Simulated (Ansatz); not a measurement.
**CH7ClOSi2: how energies converge with the basis set**

An exercise on one series of results from a longer session: the logs are not shown, and one member is left open.

Method: one geometry, several basis sets; program: Ansatz 0.2.0, Gaussian basis.

The runs, in order: PBE0-D4/def2-SVP; ωB97M-V/def2-SVP; PBE0-D4/def2-QZVPP; ωB97M-V/def2-QZVPP; the functionals' def2-TZVPP values are taken from earlier runs.

## Structure used throughout

An earlier PBE0-D4 in a triple-zeta def2 set relaxation fixed the geometry.

SMILES `CO[SiH]([SiH3])Cl`, 12 atoms, charge 0, spin multiplicity 1.

Atoms are counted from 1 here; the program's logs count them from 0.

Bond lengths: C1–O2 1.413 Å, C1–H6 1.094 Å, C1–H7 1.091 Å, C1–H8 1.096 Å, O2–Si3 1.632 Å, Si3–Si4 2.334 Å, Si3–Cl5 2.070 Å, Si3–H9 1.488 Å, Si4–H10 1.485 Å, Si4–H11 1.487 Å, Si4–H12 1.487 Å. Angles: O2–C1–H6 110.8°, O2–C1–H7 108.0°, O2–C1–H8 111.4°, H6–C1–H7 109.0°, H6–C1–H8 108.8°, H7–C1–H8 108.8°, C1–O2–Si3 124.1°, O2–Si3–Si4 107.6°, O2–Si3–Cl5 110.4°, O2–Si3–H9 110.1°, Si4–Si3–Cl5 108.9°, Si4–Si3–H9 115.2°, Cl5–Si3–H9 104.7°, Si3–Si4–H10 109.5°, Si3–Si4–H11 108.9°, Si3–Si4–H12 110.2°, H10–Si4–H11 109.5°, H10–Si4–H12 109.6° and more.

The first run:

in.yaml reads:

```yaml
crystal:
  periodic: [false, false, false]
  atoms:
    - {symbol: C, position_ang: [0.963882, 1.858956, 0.935572]}
    - {symbol: O, position_ang: [0.554261, 0.879480, 0.002723]}
    - {symbol: Si, position_ang: [-0.281225, -0.466196, 0.395819]}
    - {symbol: Si, position_ang: [-0.615304, -1.686160, -1.565798]}
    - {symbol: Cl, position_ang: [-2.123358, 0.036780, 1.193794]}
    - {symbol: H, position_ang: [0.105631, 2.430463, 1.300805]}
    - {symbol: H, position_ang: [1.653291, 2.537646, 0.432107]}
    - {symbol: H, position_ang: [1.476870, 1.405410, 1.791075]}
    - {symbol: H, position_ang: [0.416060, -1.200470, 1.486267]}
    - {symbol: H, position_ang: [-1.378178, -0.862048, -2.538118]}
    - {symbol: H, position_ang: [-1.387669, -2.914698, -1.243027]}
    - {symbol: H, position_ang: [0.692639, -2.074265, -2.157321]}
basis:
  gaussian: {orbitals: def2-SVP}
hamiltonian: {xc: pbe0, dispersion: d4}
output: {orbitals: {seedname: orbitals}}
```

Among the steps run: PBE0-D4 in def2-SVP; ωB97M-V in def2-SVP; PBE0-D4 in def2-QZVPP; ωB97M-V in def2-QZVPP.

One table of the session follows, with a row left open; its other results are not shown here.

It belongs to the step «Functionals by basis». 

```
functional       basis  HOMO (eV)  LUMO (eV)
   PBE0-D4    def2-SVP      -8.02       0.15
   PBE0-D4  def2-TZVPP      -8.09      -0.17
   PBE0-D4  def2-QZVPP      -8.11      -0.26
   ωB97M-V    def2-SVP     -10.05       2.07
   ωB97M-V  def2-TZVPP          ?          ?
   ωB97M-V  def2-QZVPP     -10.19       1.36
```

Estimate the missing values for ωB97M-V, def2-TZVPP.

**Answer.** HOMO (eV): -10.16; LUMO (eV): 1.62. In the column «HOMO (eV)» it lies between ωB97M-V, def2-QZVPP (-10.19) and ωB97M-V, def2-SVP (-10.05).
